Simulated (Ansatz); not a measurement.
What does this script print? It uses Ansatz 0.2.0, Python API.

Contents of `ch5clo2si2.xyz`:
```text
11

O    -0.92130   -1.72690    0.07580
C    -0.30730   -0.68090   -0.15560
Si    0.51100   -0.39000   -1.78070
Si   -0.01400    0.63450    1.13590
O    -0.37550    0.08560    2.67240
Cl   -1.45590    2.14280    0.86370
H     2.04860   -0.46370   -1.61010
H     0.19930   -1.35940   -2.82060
H     0.24860    0.97730   -2.26770
H     1.25400    1.26280    1.12630
H    -1.12220   -0.53920    2.78120
```

`ch5clo2si2.py`
```python
from dataclasses import dataclass

import ansatz
import numpy as np


@dataclass
class Settings:
    basis: str = "def2-SVP"


opts = Settings()

molecule = ansatz.Crystal.molecule_from_extxyz("ch5clo2si2.xyz")

base = (
    molecule.calculation()
    .basis(gaussian=opts.basis)
    .functional(ansatz.LibraryFunctional("B97M-V"))
    .forces()
)
trace = []
result = base.session().plan().execute(on_event=trace.append)
r = result.report
for event in trace:
    if event["event"] == "mean_field_evaluation" and event["data"]["evaluation"] <= 25:
        print("pass {evaluation:3d}  E = {energy_ev:.6f} eV  gradient {gradient_ev:.1e}".format(**event["data"]))

print(f"E = {r['free_energy_ev']:.6f} eV = {r['free_energy_ev'] / 27.211386246:.7f} Ha")
print("converged:", r["converged"], " doubts:", r["published_state_doubts"] or "none")

state = r["mean_field"]["state"]
print(f"mean field: {state['energy']['hartree']:.7f} Ha, <S^2> = {abs(state['spin_squared']):.4f}, stability: {state.get('stability', {}).get('kind')}")

symbols = [site.symbol for site in molecule.cartesian_sites]
forces = np.array(r["forces_ev_ang"])
print("largest force", round(float(np.linalg.norm(forces, axis=1).max()), 4), "eV/A, rms", round(float(np.sqrt((forces ** 2).mean())), 4))

charges = r["charge_distribution"]
dipole = np.array(charges["dipole_moment_e_ang"]) * 4.803205
print("dipole (D): {:.3f} {:.3f} {:.3f}, length {:.3f}".format(*dipole, np.linalg.norm(dipole)))
print("atom  Mulliken   Lowdin")
for symbol, m, l in zip(symbols, charges["mulliken_charges_e"], charges["lowdin_charges_e"]):
    print(f"{symbol:4s} {m:9.3f} {l:8.3f}")
```

```console
$ python ch5clo2si2.py
pass   1  E = -33463.549776 eV  gradient 5.8e+01
pass   2  E = -33435.897820 eV  gradient 1.3e+02
pass   3  E = -33468.796568 eV  gradient 2.1e+01
pass   4  E = -33469.444561 eV  gradient 1.5e+01
pass   5  E = -33469.875418 eV  gradient 3.7e+00
pass   6  E = -33469.901288 eV  gradient 1.1e+00
pass   7  E = -33469.905222 eV  gradient 2.1e-01
pass   8  E = -33469.915740 eV  gradient 2.2e-01
pass   9  E = -33469.915861 eV  gradient 6.4e-02
pass  10  E = -33469.821459 eV  gradient 1.6e-01
pass  11  E = -33469.821516 eV  gradient 3.5e-02
pass  12  E = -33469.821519 eV  gradient 1.1e-02
pass  13  E = -33469.821519 eV  gradient 2.3e-03
pass  14  E = -33469.821519 eV  gradient 2.4e-03
pass  15  E = -33469.821519 eV  gradient 4.3e-04
pass  16  E = -33469.821519 eV  gradient 9.8e-05
pass  17  E = -33469.821519 eV  gradient 1.6e-05
pass  18  E = -33469.821519 eV  gradient 1.6e-05
E = -33469.821572 eV = -1229.9932561 Ha
converged: True  doubts: none
mean field: -1229.9932561 Ha, <S^2> = 0.0000, stability: minimum
largest force 3.5788 eV/A, rms 0.9148
dipole (D): 0.812 -0.580 -0.647, length 1.189
atom  Mulliken   Lowdin
O       -0.253    0.063
C       -0.143   -0.264
Si       0.386    0.309
Si       0.841    0.131
O       -0.438    0.021
Cl      -0.321    0.027
H       -0.064   -0.066
H       -0.067   -0.075
H       -0.068   -0.071
H       -0.089   -0.086
H        0.215    0.012
```

What to keep in mind:
- Total energies depend on the basis set; only differences at equal settings carry meaning.
- The geometry is a force-field or estimated start, not a minimum of this method, and the basis set is short of its limit.
- The Löwdin charges here are taken after orthogonalising the functions within each atom; they differ from plain Löwdin charges, and their signs can be unphysical.
- Early passes use coarser integrals and grids, so their energies can't be compared with the last.
- Run time: 20 s on 1 thread of Arm Neoverse V2 (shared host), peak memory 0.31 GiB.

(Lines on the test bed's own set-up are left out of the output.)
